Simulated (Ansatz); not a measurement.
# TiCl+ (quintet): from Hartree-Fock to the top rungs, def2-TZVPP

An exercise on one series of results from a longer session: the logs are not shown, and one member is left open.

Computed with Ansatz 0.2.0, Gaussian basis. Level: def2-TZVPP, core rule «outside noble gas», up to 14 orbitals frozen.

The runs, in order: UHF; ROHF; CCSD(T) on UHF.

### The geometry

The geometry is a PBE0/def2-TZVP stationary point (not a proven minimum).

2 atoms, charge 1, spin multiplicity 5.

Atoms are counted from 1 here; the program's logs count them from 0.

Bond lengths: Ti1–Cl2 2.611 Å.

Set-up of the first run:

The input, in.yaml:

```yaml
crystal:
  periodic: [false, false, false]
  atoms:
    - {symbol: Ti, position_ang: [0.000000, 0.000000, 0.000000]}
    - {symbol: Cl, position_ang: [0.000000, 0.000000, 2.611200]}
basis:
  gaussian: {orbitals: def2-TZVPP}
total_charge: 1
magnetization: {spin_polarized: true, initial_magnetization: 4}
hamiltonian: {xc: hf}
output: {orbitals: {seedname: orbitals}}
```

On the command line:

```bash
$ ansatz run in.yaml --threads 1 --pin off --events-out ev --progress --plain --max-ram 3968MiB --backend cpu
```

Steps of the session up to this table: UHF; ROHF; CCSD(T) on UHF.

One of the session's tables, all rows but one given; the rest of the session is left out.

| method | from UCCSD(T) (kcal/mol) |
| --- | --- |
| ROHF | +140.63 |
| UHF | +134.23 |
| UMP2 | +23.06 |
| UCCSD | ? |
| UCCSD(T) | 0 |

Q: Estimate the row for UCCSD from the others.

The run gave: from UCCSD(T) (kcal/mol): +4.41. In the column «from UCCSD(T) (kcal/mol)» it lies between UCCSD(T) (0) and UMP2 (+23.06).
